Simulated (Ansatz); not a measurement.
# Co (Co, diamond): the cost of one run

Program: Ansatz 0.2.0. Level of theory: DFT LDA (PW92), plane waves (420 eV) with PAW, scalar-relativistic; PBE-made PAW files. These are calculated values, not measurements.

## 1. Starting point

The structure is cubic, space group Fd-3m (No. 227). The conventional cell has a = 4.927 Å, b = 4.927 Å, c = 4.927 Å, α = 90.00°, β = 90.00°, γ = 90.00°. Co (site symmetry -43m) is surrounded by 4 Co at 2.13 Å.

As a file:

```xyz
2
Lattice="0.0000 2.4634 2.4634 2.4634 0.0000 2.4634 2.4634 2.4634 0.0000" Properties=species:S:1:pos:R:3 pbc="T T T"
Co    0.6159    0.6159    0.6159
Co    4.3110    4.3110    4.3110
```

## 2. Relaxing cell and atoms

input.yaml reads:

```yaml
crystal:
  lattice:
    - [0.0, 2.4634331982, 2.4634331982]
    - [2.4634331982, 0.0, 2.4634331982]
    - [2.4634331982, 2.4634331982, 0.0]
  atoms:
    - { symbol: Co, position: [0.125, 0.125, 0.125] }
    - { symbol: Co, position: [0.875, 0.875, 0.875] }
hamiltonian:
  xc: lda
  pseudopotentials:
    kind: paw
    azcp:
      Co: "pseudopotentials/Co.paw.azcp"
basis:
  ecutwfc: 420
  fft_grid_basis: typed
kpoints:
  mp_grid: { grid: [11, 11, 11], shift: [0, 0, 0] }
magnetization:
  spin_polarized: false
scf:
  occupations: { method: fermi_dirac, width: 0.1 }
relax:
  max_steps: 60
  f_tol: 0.01
  cell: {}
output:
  write_density: true
  write_potential: true
  elf: true
  volumetric_format: npy
```

Run with:

```sh
> ansatz run input.yaml --threads 2 --pin off --max-ram 5120MiB --backend cpu --events-out ev --progress --plain --runs-dir out
```

Q: Estimate wall time and peak memory on 2 threads of Arm Neoverse V2, shared host.

About 6.4 s, with a peak of 0.32 GiB.
